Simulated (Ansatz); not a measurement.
# Relaxation of Ag2Br

Aim: in Ag2Br, a structure type of another compound, with these elements put in, relax cell and atoms, then read levels, charges and fields where it ends.

Method: DFT, LDA, no spin polarisation, plane waves, PAW, in Ansatz 0.2.0.

### 1 The cell

The structure is hexagonal, space group P6/mmm (No. 191). The conventional cell has a = 4.886 Å, b = 4.886 Å, c = 7.203 Å, α = 90.00°, β = 90.00°, γ = 120.00°. Ag (site symmetry -6m2) has 3 Ag at 2.82 Å as nearest neighbours.

As a file:

```cif
data_structure
_symmetry_space_group_name_H-M 'P 1'
_symmetry_Int_Tables_number 1
_cell_length_a 4.8863
_cell_length_b 4.8863
_cell_length_c 7.2034
_cell_angle_alpha 90.000
_cell_angle_beta 90.000
_cell_angle_gamma 120.000
_cell_volume 148.95
loop_
_atom_site_label
_atom_site_type_symbol
_atom_site_fract_x
_atom_site_fract_y
_atom_site_fract_z
_atom_site_occupancy
Br1 Br 0.00000 0.00000 0.00000 1
Ag1 Ag 0.33330 0.66670 0.50000 1
Ag2 Ag 0.66660 0.33330 0.50000 1
```

The first density is read from a saved solution for the starting cell.

### 2 The walk to rest

Input file input.yaml:

```yaml
crystal:
  lattice:
    - [4.886298, 0.0, 0.0]
    - [-2.443149, 4.231663, 0.0]
    - [0.0, 0.0, 7.203438]
  atoms:
    - { symbol: Br, position: [0.0, 0.0, 0.0] }
    - { symbol: Ag, position: [0.3333, 0.6667, 0.5] }
    - { symbol: Ag, position: [0.6666, 0.3333, 0.5] }
  symmetry: { tolerance: 0.0003 }
kpoints:
  mp_grid: { grid: [8, 8, 5], shift: [0, 0, 0] }
magnetization:
  spin_polarized: false
scf:
  occupations: { method: fermi_dirac }
  lower_state_search: "off"
hamiltonian:
  pseudopotentials: { kind: paw }
  xc: lda
basis:
  ecutwfc: 420
  fft_grid_basis: typed
relax:
  max_steps: 40
  cell: { p_target: 0.0 }
output:
  forces: true
  stress: true
  eigenvalues: true
  bader: true
  populations: true
  elf: true
  write_potential: true
  volumetric_format: npy
  dos:
    e_range: [-12, 8]
    de: 0.05
    projected: { site_lists: { Ag: [Ag], Br: [Br] } }
checkpoint:
  read: saved_state
```

The run is started by

```console
ansatz run input.yaml --threads 2 --pin off --max-ram 2560MiB --backend cpu --events-out ev --progress --plain --runs-dir out
```

**Question.** What will these runs give? Wanted: moves; energy gained; largest move; cell; volume; pressure at the end; character; Bader charges.

**Answer**, as computed:

```
                                                 quantity                                                                       value
                                                    moves                                                                          16
                                            energy gained                                                             1117.1 meV/atom
                                             largest move                                                                      0.00 Å
                     space group (0.01 Å), before / after                                                             P6/mmm / P6/mmm
                                                     cell  a = 4.673 Å, b = 4.673 Å, c = 3.132 Å, α = 90.00°, β = 90.00°, γ = 120.00°
                                                   volume                                                     19.74 Å³/atom (-60.2 %)
                                      pressure at the end                                                                   -0.01 GPa
           formation energy (elements from separate runs)                                                                0.35 eV/atom
                                                character                                                                       metal
density of states, mean within 0.25 eV of the Fermi level                                                           1 per eV per cell
                                            Bader charges                                                        Br -0.35, Ag +0.17 e
```

The volume shrank by 60.2 %, and the atoms end where they began within the cell; the energy fell by 1117.1 meV per atom. The shape changed more than that tells: the edges moved by -4, -4, -57 %. The run held to 24 symmetry operations, so a lower structure without them is not ruled out. The cell is metallic; within 0.25 eV of the Fermi level the density of states averages 1 per eV per cell, mostly Ag s (62 %) and Br p (23 %). By Bader's partition Ag gives up most (+0.17 e) and Br takes most (-0.35 e). Against the elements' reference phases (solid Br2 (Cmce), Ag fcc; separate runs with the same functional) the formation energy is 0.35 eV per atom, so at this geometry it is not bound against them.

Limits of this run: an odd count of electrons without spin polarisation forces a partly filled band; the k mesh is coarse for a cell without a gap.
